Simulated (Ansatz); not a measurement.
# B2Se: a single point and what it writes

One self-consistent run on B2Se (a cell without long-range order), nothing relaxed, to see whether it is a metal or has a gap, how the charge is shared and how far the cell is from equilibrium.

Method: DFT, m-r2SCAN, no spin polarisation, plane waves, PAW, in Ansatz 0.2.0.

**1. Geometry**

Cell: a = 6.518 Å, b = 5.786 Å, c = 5.045 Å, α = 80.88°, β = 84.71°, γ = 80.05°. Nearest neighbours (Å) of the first eight atoms: B1: 6 B at 2.31 to 2.65, 2 Se at 2.58; B2: 5 B at 2.32 to 2.53, 1 Se at 2.59; B3: 4 B at 2.32 to 2.40, 3 Se at 2.59 to 2.61; B4: 6 B at 2.32 to 2.62, 1 Se at 2.59; B5: 6 B at 2.32 to 2.66; B6: 4 B at 2.32 to 2.38; B7: 6 B at 2.31 to 2.77, 3 Se at 2.58 to 2.70; B8: 4 B at 2.32 to 2.66, 3 Se at 2.59.

Coordinates:

```
CELL_PARAMETERS angstrom
6.26245 0.99587 1.50911
0.10290 5.78509 0.07179
-0.82138 0.75374 4.92015
ATOMIC_POSITIONS crystal
B 0.21587 0.29772 0.24244
B 0.15277 0.94607 0.50548
B 0.54461 0.32606 0.99262
B 0.27924 0.62816 0.84240
B 0.19162 0.28696 0.72393
B 0.05110 0.88545 0.08442
B 0.38253 0.99363 0.01432
B 0.83207 0.12055 0.77425
Se 0.42730 0.60523 0.35173
Se 0.86190 0.50074 0.43381
Se 0.71951 0.70665 0.90823
Se 0.63887 0.00448 0.40111
```

It is a restart: the density comes from an earlier run on this cell.

**2. The run**

File input.yaml:

```yaml
crystal:
  lattice:
    - [6.262447, 0.995866, 1.509114]
    - [0.102904, 5.78509, 0.071788]
    - [-0.821381, 0.753735, 4.920148]
  atoms:
    - { symbol: B, position: [0.215874, 0.297724, 0.242441] }
    - { symbol: B, position: [0.152772, 0.946068, 0.505477] }
    - { symbol: B, position: [0.544613, 0.326059, 0.992616] }
    - { symbol: B, position: [0.279244, 0.628156, 0.842396] }
    - { symbol: B, position: [0.191625, 0.286963, 0.723926] }
    - { symbol: B, position: [0.051097, 0.885447, 0.084424] }
    - { symbol: B, position: [0.382529, 0.993626, 0.01432] }
    - { symbol: B, position: [0.832069, 0.120553, 0.774248] }
    - { symbol: Se, position: [0.427298, 0.605225, 0.35173] }
    - { symbol: Se, position: [0.861903, 0.500735, 0.433811] }
    - { symbol: Se, position: [0.719514, 0.706653, 0.908231] }
    - { symbol: Se, position: [0.638867, 0.004479, 0.40111] }
kpoints:
  mp_grid: { grid: [3, 3, 4], shift: [0.5, 0.0, 0.0] }
magnetization:
  spin_polarized: false
scf:
  occupations: { method: fermi_dirac }
  lower_state_search: "off"
  max_iter: 200
hamiltonian:
  pseudopotentials: { kind: paw }
  xc: mr2scan
basis:
  ecutwfc: 500
  fft_grid_basis: typed
output:
  forces: true
  stress: true
  eigenvalues: true
  populations: true
  elf: true
  write_potential: true
  volumetric_format: npy
  dos:
    e_range: [-12, 8]
    de: 0.05
    projected: { site_lists: { B: [B], Se: [Se] } }
checkpoint:
  read: saved_state
```

On the command line:

```console
ansatz run input.yaml --threads 2 --pin off --max-ram 2560MiB --backend cpu --events-out ev --progress --plain --runs-dir out
```

Output:

```text
Warning: RAYON_NUM_THREADS=2 ignored (pool sized by the plan → 2); use --threads N
Engine: ansatz 0.2.0, aarch64-unknown-linux-gnu
Pseudopotentials: kind: paw
Pseudopotential: B, paw, valence charge 3, recommended cutoff 500 eV (meta_gga), B.paw.azcp
Pseudopotential: Se, paw, valence charge 16, recommended cutoff 500 eV (meta_gga), Se.paw.azcp
Functional definition: m-r2SCAN
  exchange = m_r2scan_x
  correlation = m_r2scan_c
Crystal: 12 atoms, lattice volume = 184.637 Å³
Basis set: ecut = 500 eV, 4679 PW (Γ), exchange–correlation on 192×180×160 points (64 copies of the dense FFT grid, shifted against one another)
Bands: 56, of which v1, the nominal top of the filled ones, is band 44 counted from 1 (43 counted from 0)
Symmetry: 1 space group operations
Space group: P1 (ITA 1), of the structure as read, at distance tolerance 5.7e-5 Å
k-points: 19 of 36 (time reversal used)
Non-local potential: B, projectors of the file, l = 0: 2, l = 1: 2, l = 2: 1
Non-local potential: Se, projectors of the file, l = 0: 2, l = 1: 2, l = 2: 3, l = 3: 1
PAW form: soft (Blöchl's): semilocal exchange-correlation on the pseudo side does not see the compensation charge
PAW frozen core: B, regenerated for the run's functional (the file was generated under x = pbe(κ = 0.804, μ = 0.2195149727645171), c = pbe(β = 0.06672455060314922))
PAW frozen core: Se, regenerated for the run's functional (the file was generated under x = pbe(κ = 0.804, μ = 0.2195149727645171), c = pbe(β = 0.06672455060314922))
PAW one-centre angular grid: B, 302 points (default); XC on 160 Gauss nodes
PAW one-centre angular grid: Se, 590 points (default); XC on 160 Gauss nodes
Initial density: read from a saved state, or passed on in memory by an earlier SCF of this step, an earlier step, the calling program or the single point that the run made first
Initial wavefunctions: pseudopotential atomic-orbital guess
Functional: x = mr2scan, c = mr2scan; τ floored in thin density (d = 2e-4 eV/Å³)
iter 1 solved again at ethr=1.46e-6 eV; its pass at ethr=3.10e-3 eV (dr2=1.28e-3 eV) is discarded
SCF iter   1: F=-23140.079623 eV  HF=-23140.077914 eV  |F-HF|=1.71e-3  |Δ(HF+E_count)|=         —  Δρ=6.64e-4  dr2=1.01e-3  dr2_τ=4.23e-4  ethr=1.46e-6  ⟨swp⟩=2.5  Hψ=5685  notcnv=0
preconditioner: auto → Kerker (q_TF=auto, 2.411 Å⁻¹)  [metal: Δε(μ)=0.066 eV  Ē_g=7.988 eV  σ=0.100 eV  W_gap=0.16  n_scr=44 (ndim 8)  ℏωp=18.9 eV  f_vac=0.000  D(μ)=5.95/eV (n_scr^D=44)]
SCF iter   2: F=-23140.080111 eV  HF=-23140.079988 eV  |F-HF|=1.23e-4  |Δ(HF+E_count)|=   2.07e-3  Δρ=3.69e-4  dr2=3.01e-4  dr2_τ=1.01e-5  ethr=1.15e-6  ⟨swp⟩=2.0  Hψ=1438  notcnv=0
SCF iter   3: F=-23140.080252 eV  HF=-23140.080258 eV  |F-HF|=6.29e-6  |Δ(HF+E_count)|=   2.70e-4  Δρ=9.29e-5  dr2=2.44e-5  dr2_τ=1.21e-6  ethr=3.42e-7  ⟨swp⟩=2.0  Hψ=1486  notcnv=0
SCF iter   4: F=-23140.080270 eV  HF=-23140.080270 eV  |F-HF|=2.26e-7  |Δ(HF+E_count)|=   1.18e-5  Δρ=4.57e-5  dr2=5.13e-6  dr2_τ=1.61e-7  ethr=2.77e-8  ⟨swp⟩=2.0  Hψ=1907  notcnv=0
SCF iter   5: F=-23140.080272 eV  HF=-23140.080272 eV  |F-HF|=2.33e-7  |Δ(HF+E_count)|=   2.12e-6  Δρ=1.43e-5  dr2=4.32e-7  dr2_τ=9.67e-9  ethr=5.82e-9  ⟨swp⟩=2.0  Hψ=1621  notcnv=0
SCF iter   6: F=-23140.080272 eV  HF=-23140.080272 eV  |F-HF|=3.51e-8  |Δ(HF+E_count)|=   3.41e-7  Δρ=4.23e-6  dr2=5.30e-8  dr2_τ=1.62e-9  ethr=1.14e-10  ⟨swp⟩=8.3  Hψ=6870  notcnv=0
SCF 1 converged in 6 iterations: F = -23140.080272 eV  dr2 = 5.30e-8
  Residual-converged pass: ⟨swp⟩=1.0  Hψ=1140  notcnv=0  max |occ|·‖R‖ = 7.0e-9 eV (tolerance 1.0e-8 eV)  dr2=5.30e-8  dr2_τ=1.62e-9  dr2_onsite=3.51e-8  max |Δocc| = 7.3e-12
SCF converged after 6 iterations
Free energy (F): -23140.080272 eV
Harris-Foulkes:  -23140.080272 eV  (|F-HF|=3.51e-8)
Internal energy: -23139.884890 eV  (E = F + TS)
E sigma→0 (E₀):  -23139.982581 eV
Entropy (-TS):   -0.195382 eV (-16.282 meV/atom)
Fermi energy:    7.169328 eV
--- Per-component energies (eV) ---
  E_band       = -1622.599332
  E_kinetic    = 744.777179
  E_local      = -11526.482130  (includes V_loc(G=0)·N_el)
  E_nonlocal   = -2267.838902
  E_hartree    = 5646.010407
  E_xc         = -605.152993
  E_vxc        = -700.076963  (∫ρ·V_xc dr)
  E_paw        = -8341.140412  (= ΣΔE_a)
  E_vpaw       = 799.678691  (= ΣTr[D̂ρ^β])
  E_aug_tail   = -0.000843  (compensation charges beyond the density's cutoff)
  E_vtau       = 35.320389  (kinetic-family band-sum trace: ∫τ·v_τ [+ j·A + Jᵃ·Aᵃ] dr)
  E_ewald      = -6782.850577
  E_core_change = -7.206617  (= ΣΔE_core)
  E_smearing   = -0.195382  (= −TS)
  E_closure    = -0.000000  (closes the sum)
  Σ components = -23140.080272   (vs F -23140.080272, Δ=0.00e0)
--- Forces (eV/Å), atoms counted from 1 ---
  atom   1  B      0.15367162    -0.43304823     0.79656422
  atom   2  B      0.02801744     0.68738923    -0.75972285
  atom   3  B     -0.21614503    -0.99508093    -0.21699920
  atom   4  B     -0.64087041    -1.00103086    -0.38874331
  atom   5  B      0.14315873    -0.39522441     0.13705852
  atom   6  B      1.02577542     0.44898094    -0.74255598
  atom   7  B     -0.75562279     1.10066166    -0.15076618
  atom   8  B     -0.02490202     0.09170013     0.04751610
  atom   9  Se    -1.53248853    -0.46889290     0.56971583
  atom  10  Se     1.91453141    -1.07231524     1.14490644
  atom  11  Se    -0.43029598     0.54716056    -0.59849057
  atom  12  Se     0.33512291     1.48976792     0.16147739
  max |Σ_I F_I| component: 6.79e-5 eV/Å
--- Stress (GPa, compression-positive) ---
      -15.673417       4.220783       0.129298
        4.220782     -22.512409       1.486069
        0.129299       1.486069     -15.960608
  P = ⅓ Tr σ = -18.0488 GPa (-180.488 kbar)
--- Band table (eV; the first three rows and the last of 19) ---
  k-point 0: bands = ["-42.5569", "-42.5541", "-42.5167", "-42.4916", "-42.4846", "-42.3855", "-42.3761", "-42.3634", "-42.3242", "-42.3236", "-42.1303", "-42.1290", "-42.0703", "-42.0535", "-42.0386", "-41.8412", "-41.8317", "-41.7721", "-41.7118", "-41.7029", "-8.8544", "-6.7560", "-5.9226", "-5.5535", "-2.8768", "-1.2935", "-0.3698", "0.3221", "0.4801", "0.8851", "1.9204", "1.9971", "2.2436", "2.6442", "3.5248", "3.6253", "4.1281", "4.6458", "4.9954", "5.3191", "5.5924", "6.0337", "6.6244", "6.8468", "7.4858", "7.8254", "7.9393", "8.4408", "8.8639", "9.2271", "9.7481", "9.8773", "10.3306", "10.7493", "10.9997", "11.4341"]
  k-point 1: bands = ["-42.5569", "-42.5541", "-42.5167", "-42.4916", "-42.4846", "-42.3855", "-42.3761", "-42.3634", "-42.3242", "-42.3237", "-42.1303", "-42.1290", "-42.0703", "-42.0535", "-42.0386", "-41.8412", "-41.8317", "-41.7721", "-41.7118", "-41.7029", "-8.6073", "-6.7816", "-6.0924", "-5.7532", "-2.8649", "-1.4027", "-0.7472", "0.1563", "0.4456", "1.0849", "1.6221", "1.8078", "2.1858", "2.6618", "3.4143", "4.1392", "4.4306", "4.9741", "5.3545", "5.6469", "6.1168", "6.4350", "6.5955", "7.0568", "7.4837", "7.6352", "7.9358", "8.7879", "9.0306", "9.3060", "9.8293", "9.9176", "10.2502", "10.6598", "10.9827", "11.4370"]
  k-point 2: bands = ["-42.5569", "-42.5541", "-42.5167", "-42.4916", "-42.4846", "-42.3855", "-42.3762", "-42.3634", "-42.3242", "-42.3237", "-42.1302", "-42.1290", "-42.0703", "-42.0535", "-42.0386", "-41.8412", "-41.8317", "-41.7721", "-41.7118", "-41.7029", "-8.1537", "-7.2758", "-6.1668", "-5.7362", "-2.8726", "-1.5060", "-0.9419", "-0.2811", "0.5730", "0.9447", "1.4209", "2.0064", "2.4241", "2.7461", "3.2609", "4.1764", "4.6864", "4.9946", "5.4751", "5.8535", "6.1714", "6.5465", "6.9400", "7.3117", "8.0097", "8.2325", "8.3569", "8.9606", "9.2821", "9.4638", "9.5091", "10.0395", "10.3938", "10.6494", "10.9516", "11.2915"]
  k-point 18: bands = ["-42.5569", "-42.5541", "-42.5167", "-42.4916", "-42.4846", "-42.3855", "-42.3761", "-42.3634", "-42.3242", "-42.3237", "-42.1303", "-42.1290", "-42.0703", "-42.0535", "-42.0386", "-41.8412", "-41.8317", "-41.7721", "-41.7118", "-41.7029", "-8.2953", "-7.0060", "-6.3712", "-5.8475", "-2.9689", "-2.0226", "-0.3533", "0.1798", "1.0046", "1.6316", "1.7966", "2.1342", "2.8964", "3.4819", "3.5886", "4.0594", "4.3279", "4.6544", "4.9699", "5.4444", "5.5146", "5.8690", "6.1382", "6.7395", "6.9803", "7.6167", "7.8142", "8.3732", "8.7163", "9.2767", "9.6421", "9.7538", "10.4020", "10.7153", "11.1243", "11.4496"]
--- Löwdin populations: 12 sites ---
  site symbol       q [e]
     0      B      3.0606
     1      B      3.0376
     2      B      3.1715
     3      B      3.1316
     4      B      3.0543
     5      B      3.0807
     6      B      3.1082
     7      B      3.1822
     8     Se     15.5687
     9     Se     15.7747
    10     Se     15.6969
    11     Se     15.8320
  spilling = 0.003420 (of n_electrons = 88.000000)
```

Run time: 62 s. Hardware: 2 threads of Arm Neoverse N1, shared host; peak memory 0.94 GiB.

**3. How far from equilibrium**

Sizes of the largest forces and where they point against the nearest neighbour:

```tsv
atom	force (eV/Å)	nearest	distance (Å)	direction
Se10	2.475	B1	2.58	towards it
Se9	1.701	B1	2.58	(others are as near)
Se12	1.536	B3	2.59	(others are as near)
B6	1.344	B4	2.32	(others are as near)
B7	1.344	B1	2.31	(others are as near)
B4	1.251	B6	2.32	(others are as near)
B3	1.041	B4	2.32	(others are as near)
B2	1.025	B1	2.32	towards it
```

Principal stresses (compression positive): -24.71, -16.01, -13.42 GPa; their mean, the pressure, is -18.05 GPa.

**4. States by energy**

Counts of states in windows (eV from the Fermi level; tetrahedra), total and projected:

```tsv
from	to	total	B s	B p	Se p
-4.5	-4.0	2.14	0.40	0.77	0.90
-4.0	-3.5	2.30	0.42	0.84	0.96
-3.5	-3.0	2.11	0.38	0.78	0.86
-3.0	-2.5	2.56	0.47	0.97	1.03
-2.5	-2.0	2.77	0.44	1.02	1.21
-2.0	-1.5	2.71	0.44	0.99	1.19
-1.5	-1.0	2.60	0.39	1.06	1.07
-1.0	-0.5	2.85	0.44	1.13	1.19
-0.5	0.0	2.83	0.39	1.12	1.24
0.0	0.5	3.01	0.43	1.25	1.25
0.5	1.0	2.74	0.39	1.27	1.00
1.0	1.5	2.38	0.37	1.15	0.78
1.5	2.0	2.57	0.39	1.37	0.71
```

**5. How the electrons are shared**

Gathered by element (positive charge: electrons given up): Löwdin charges also hold the electrons that the projection spills.

```tsv
element	atoms	Löwdin charge (e)
B	8	-0.18 to -0.04
Se	4	+0.17 to +0.43
```

The Löwdin projection spills 0.3 % of the electrons and depends on the orbitals chosen; where it disagrees with Bader's partition, neither is an observable.

**6. Real-space fields**

Maps in the plane spanned by a and c at height 0.298 along b (axes of the input's cell), one cell: a runs left to right (20 points from zero), c bottom to top (15 points), 85° apart. These are the smooth PAW fields, not the true ones near the nuclei.

Valence density. Ten steps from '0' (0.02 e/Å³) to '9' (0.61 e/Å³), finer at the low end (step k begins (100^(k/10) - 1)/99 of the way up):
```
35677766789999875433
56889876678998876654
67999987666777777765
68998987544556778776
78999987533345678877
77899986432234578887
76788876443334568888
76778775544444567888
77889876555555567787
77899987655655456677
67998898766665444555
56899998777776533334
35789998889987642112
24678887899998753100
24567777899899764311
```

ELF. Ten even steps from '0' (0.01) to '9' (0.87):
```
13565311474279963210
26888741267899875421
37854773135788776532
47700375111334566643
36731475100001356653
33688874100000146664
32367752000000136765
32356642000000036775
43578863100110025775
45875575111111003565
47940056312322001333
36850177445653100011
15887787567776310000
02477765674258620000
01234323671038841000
```

Atoms within 0.2 Å of the plane, in fractions of a and c: B at (0.22, 0.24), B at (0.54, 0.99), B at (0.19, 0.72).

Scans along the contacts give these minima of the density:

```tsv
contact	length (Å)	minimum at (fraction)	density (e/Å³)	ELF
B1–B7	2.313	0.50	0.315	0.63
B1–Se10	2.578	0.45	0.312	0.61
Se9–Se10	2.847	0.50	0.275	0.34
```

```
fraction  B1–B7  B1–Se10  Se9–Se10
     0.2  0.557    0.557      3.76
     0.3   0.49    0.436     0.838
     0.4  0.365    0.324       0.4
     0.5  0.315    0.337     0.275
     0.6  0.354    0.522     0.391
     0.7  0.466      1.1     0.818
     0.8  0.526     5.32      3.75
```

(Smooth valence density in e/Å³ at fractions of each contact.)

**7. What came out**

| quantity | value |
| --- | --- |
| largest force | 2.475 eV/Å on Se10 |
| pressure | -18.0 GPa |
| formation energy (elements from separate runs) | 2.08 eV/atom |
| character | metal |
| density of states, mean within 0.25 eV of the Fermi level | 5.5 per eV per cell |

**Reading.** It is a metal; within 0.25 eV of the Fermi level the density of states averages 5.5 per eV per cell, mostly Se p (43 %), B p (40 %) and B s (14 %). Forces reach 2.5 eV/Å, so the geometry is far from rest and the levels are not those of the relaxed cell. At -18.0 GPa the cell is stretched and would shrink, and unequal principal stresses would change its shape. Se10 feels the largest force, 2.48 eV/Å, so the positions are not relaxed. Against the elements' reference phases (alpha-rhombohedral (B12), Se trigonal (grey) selenium; separate runs with the same functional) the formation energy is 2.08 eV per atom, so at this geometry it is not bound against them.

Limits of this run: the k mesh is coarse for a cell without a gap.
